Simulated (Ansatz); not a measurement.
# SiH4Se: functionals against CCSD(T) at one geometry

The task here is to estimate one member of a computed series from the others.

The runs use Ansatz 0.2.0, Gaussian basis; single points in def2-TZVPP.

Correlated methods freeze the cores. Filled d shells of the heavier atoms are correlated.

## The system as given

SMILES `[SiH3][SeH]`, 6 atoms, charge 0, spin multiplicity 1.

Atoms are counted from 1 here; the program's logs count them from 0.

Bond lengths: Si1–Se2 2.181 Å, Si1–H3 1.522 Å, Si1–H4 1.460 Å, Si1–H5 1.594 Å, Se2–H6 1.403 Å. Angles: Se2–Si1–H3 112.4°, Se2–Si1–H4 108.4°, Se2–Si1–H5 110.6°, H3–Si1–H4 113.5°, H3–Si1–H5 108.2°, H4–Si1–H5 103.5°, Si1–Se2–H6 98.6°.

As a file:

```
Si   -0.2239   -0.2681   -0.3922
Se    1.0096   -0.1805    1.4043
H    -1.6161    0.3042   -0.1674
H    -0.2311   -1.6443   -0.8784
H     0.4598    0.5422   -1.5823
H     1.0517    1.2132    1.5631
```

Set-up of the first run:

The input, run/in.yaml:

```yaml
crystal:
  periodic: [false, false, false]
  atoms:
    - {symbol: Si, position_ang: [-0.223900, -0.268100, -0.392200]}
    - {symbol: Se, position_ang: [1.009600, -0.180500, 1.404300]}
    - {symbol: H, position_ang: [-1.616100, 0.304200, -0.167400]}
    - {symbol: H, position_ang: [-0.231100, -1.644300, -0.878400]}
    - {symbol: H, position_ang: [0.459800, 0.542200, -1.582300]}
    - {symbol: H, position_ang: [1.051700, 1.213200, 1.563100]}
basis:
  gaussian: {orbitals: def2-TZVPP}
correlation: {method: ccsd_t}
output: {forces: true}
```

No record of the launch command was kept for these runs.

Among the steps run: CCSD(T)/def2-TZVPP; PBE0-D4/def2-TZVPP; wB97M-V/def2-TZVPP; r2SCAN-D4/def2-TZVPP; PBE-D4/def2-TZVPP; revPBE-D4/def2-TZVPP; BLYP-D4/def2-TZVPP.

One table of the session follows, with a row left open; its other results are not shown here.

```
   method  RMS force component (eV/Å)  angle to CCSD(T) forces (°)  dipole (D)
  CCSD(T)                       1.073                    reference        0.57
  PBE0-D4                           ?                            ?           ?
  wB97M-V                       1.070                          2.3        0.55
r2SCAN-D4                       1.051                          3.8        0.56
   PBE-D4                       1.097                          9.7        0.51
revPBE-D4                       1.117                         10.1        0.49
  BLYP-D4                       1.151                          8.0        0.48
```

Q: Estimate the row for PBE0-D4 from the others.

As computed: RMS force component (eV/Å): 1.056; angle to CCSD(T) forces (°): 4.3; dipole (D): 0.57. In the column «RMS force component (eV/Å)» it lies between r2SCAN-D4 (1.051) and wB97M-V (1.070).
